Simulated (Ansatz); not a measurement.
From input file to script: CH₅ClGeOSi, SMILES [SiH3][CH]1[O][GeH]1[Cl] in Ansatz 0.2.0.

```yaml
crystal:
  periodic: [false, false, false]
  atoms:
    - { symbol: Si, position_ang: [-0.7154, -0.2685, 1.3777] }
    - { symbol: C, position_ang: [0.2381, 0.6947, 0.0902] }
    - { symbol: O, position_ang: [1.4146, 0.1202, -0.1284] }
    - { symbol: Ge, position_ang: [0.4597, -0.226, -1.5869] }
    - { symbol: Cl, position_ang: [1.1165, 0.9391, -3.2611] }
    - { symbol: H, position_ang: [-0.3499, 0.2167, 2.7098] }
    - { symbol: H, position_ang: [-2.1623, 0.083, 1.1764] }
    - { symbol: H, position_ang: [-0.5106, -1.6547, 1.2173] }
    - { symbol: H, position_ang: [0.285, 1.8224, 0.0946] }
    - { symbol: H, position_ang: [0.3072, -1.7781, -1.6867] }
basis:
  gaussian: { orbitals: cc-pVDZ }
hamiltonian:
  xc: b3lyp
output:
  forces: true
```

On the command line:
```console
$ ansatz run input.yaml --threads 1 --pin off --max-ram 4096MiB --backend cpu --events-out ev --progress --plain --runs-dir out
Engine: ansatz 0.2.0, aarch64-unknown-linux-gnu
Functional definition: B3LYP
  parameter a0 = 0.2
  parameter ax = 0.72
  parameter ac = 0.81
  exchange = (1 - a0 - ax)*slater_x + ax*b88_x + a0*exact_x
  correlation = (1 - ac)*vwn_rpa_c + ac*lyp_c
1179 factors; integrals over basis functions are off by at most 1.0e-3 eV
mean field evaluation 1: about -80076.3451 eV, gradient 5.8e1 eV
mean field evaluation 2: about -79989.4579 eV, gradient 1.7e2 eV
mean field evaluation 4: about -80083.8015 eV, gradient 1.4e1 eV
mean field evaluation 8: about -80084.3202 eV, gradient 1.1e0 eV
mean field evaluation 16: about -80084.3230 eV, gradient 2.1e-4 eV
mean field -80084.32300342 eV, -2943.0445872717 hartree, gradient 4.5e-5 eV, S^2 0.000000; 0 other end points of the search recorded, 0 dependent functions left out
the calculation of the forces begins
reference -80084.32328547 eV, -2943.0445976372 hartree; 41, 41 occupied and 75, 75 virtual orbitals, 1179 factors
Total energy: -80084.32328547 eV, -2943.0445976372 hartree
Atom 0 at    -0.715400    -0.268500     1.377700 Å, force    -1.563306     2.143265     0.231918 eV/Å
Atom 1 at     0.238100     0.694700     0.090200 Å, force    -2.934648     2.069699     0.677568 eV/Å
Atom 2 at     1.414600     0.120200    -0.128400 Å, force     5.616415    -1.517717     0.573056 eV/Å
Atom 3 at     0.459700    -0.226000    -1.586900 Å, force    -1.572268    -0.782180    -1.157616 eV/Å
Atom 4 at     1.116500     0.939100    -3.261100 Å, force     0.248894     0.008260    -0.419360 eV/Å
Atom 5 at    -0.349900     0.216700     2.709800 Å, force     0.282659    -0.032451     0.660946 eV/Å
Atom 6 at    -2.162300     0.083000     1.176400 Å, force    -0.066667    -0.196275     0.125198 eV/Å
Atom 7 at    -0.510600    -1.654700     1.217300 Å, force     0.358831    -1.653512    -0.241812 eV/Å
Atom 8 at     0.285000     1.822400     0.094600 Å, force    -0.561390    -0.603326    -0.136262 eV/Å
Atom 9 at     0.307200    -1.778100    -1.686700 Å, force     0.191481     0.564237    -0.313636 eV/Å
Dipole moment:    -0.250102    -0.208988    -0.007347 e Å
```

The script, `ch5clgeosi.py`:
```python
"""Single point of CH5ClGeOSi."""

import warnings

import ansatz
import numpy as np

BASIS = "cc-pVDZ"
FUNCTIONAL = "b3lyp"

GEOMETRY = """
Si   -0.71540   -0.26850    1.37770
C     0.23810    0.69470    0.09020
O     1.41460    0.12020   -0.12840
Ge    0.45970   -0.22600   -1.58690
Cl    1.11650    0.93910   -3.26110
H    -0.34990    0.21670    2.70980
H    -2.16230    0.08300    1.17640
H    -0.51060   -1.65470    1.21730
H     0.28500    1.82240    0.09460
H     0.30720   -1.77810   -1.68670
"""

warnings.simplefilter("ignore", ansatz.DeckWarning)

system = ansatz.Crystal.molecule()
for line in GEOMETRY.strip().splitlines():
    symbol, *xyz = line.split()
    system = system.atom(symbol, [float(v) for v in xyz])

job = system.calculation().basis(gaussian=BASIS).functional(FUNCTIONAL).forces()
res = job.run(threads=1)
report = res.report

print("reference energy %16.6f eV" % report["reference_energy_ev"])
print("total energy     %16.6f eV" % report["free_energy_ev"])
print("occupied orbitals outside the frozen core (up, down):", report["n_occupied"], " frozen:", report["n_frozen"], " virtual:", report["n_virtual"])

symbols = [site.symbol for site in system.cartesian_sites]
print("forces (eV/A)")
for symbol, f in zip(symbols, report["forces_ev_ang"]):
    print(f"  {symbol:2s} {f[0]:9.4f} {f[1]:9.4f} {f[2]:9.4f}")

charges = report["charge_distribution"]
dipole = np.array(charges["dipole_moment_e_ang"]) * 4.803205
print("dipole (D): {:.3f} {:.3f} {:.3f}, length {:.3f}".format(*dipole, np.linalg.norm(dipole)))
print("atom  Mulliken   Lowdin")
for symbol, m, l in zip(symbols, charges["mulliken_charges_e"], charges["lowdin_charges_e"]):
    print(f"{symbol:4s} {m:9.3f} {l:8.3f}")
```

`python ch5clgeosi.py` gives:
```text
reference energy    -80084.323285 eV
total energy        -80084.323285 eV
occupied orbitals outside the frozen core (up, down): [41, 41]  frozen: 0  virtual: [75, 75]
forces (eV/A)
  Si   -1.5633    2.1433    0.2319
  C    -2.9346    2.0697    0.6776
  O     5.6164   -1.5177    0.5731
  Ge   -1.5723   -0.7822   -1.1576
  Cl    0.2489    0.0083   -0.4194
  H     0.2827   -0.0325    0.6609
  H    -0.0667   -0.1963    0.1252
  H     0.3588   -1.6535   -0.2418
  H    -0.5614   -0.6033   -0.1363
  H     0.1915    0.5642   -0.3136
dipole (D): -1.201 -1.004 -0.035, length 1.566
atom  Mulliken   Lowdin
Si       0.336    0.212
C        0.004   -0.268
O       -0.372    0.138
Ge       0.442   -0.024
Cl      -0.212    0.122
H       -0.064   -0.057
H       -0.083   -0.060
H       -0.075   -0.055
H        0.033    0.018
H       -0.009   -0.027
```

What to keep in mind:
- Total energies depend on the basis set; only differences at equal settings carry meaning.
- The geometry is a force-field or estimated start, not a minimum of this method, and the basis set is short of its limit.
- The Löwdin charges here are taken after orthogonalising the functions within each atom; they differ from plain Löwdin charges, and their signs can be unphysical.
- b3lyp holds the VWN-RPA fit, as in Gaussian; the form of ORCA and Turbomole is b3lyp5.
- It ran for 7.6 s on 1 thread of Arm Neoverse V2, with other jobs on the host, peak memory 0.37 GiB.

(A comment or docstring line of the script was reworded after the run, the code is as it ran; lines on the test bed's own set-up are left out of the output.)
